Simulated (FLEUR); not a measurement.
## Sn: equation of state with PBEsol

Crystal: Sn.

```
Sn
1.0
    -1.89465    1.89465    1.89465
     1.89465   -1.89465    1.89465
     1.89465    1.89465   -1.89465
Sn
1
Direct
  0.00000 0.00000 0.00000
```

This isn't the form of Sn at room conditions, which is tetragonal (white tin).

```yaml
Program: FLEUR MaX-R8.1 (later development tree)
Task: equation of state
Functional: PBEsol
Potentials_or_basis: all-electron
Basis: FLAPW
Kmax: 4.1 1/bohr
k_mesh: 10 × 10 × 10
Occupations: fermi-dirac, width 0.05 eV
Spin: no spin polarisation
```

```json
{
 "Equilibrium volume": "26.00 Å³/atom",
 "Bulk modulus": "53 GPa",
 "Pressure derivative of the bulk modulus": "4.9"
}
```

Energy against volume, from the lowest point:
```
volume (Å³/atom)  energy (meV/atom)
          25.573               1.08
          26.117               0.00
          26.661               2.57
          27.205               8.39
          27.749              17.05
          28.293              28.23
          28.837              41.65
```
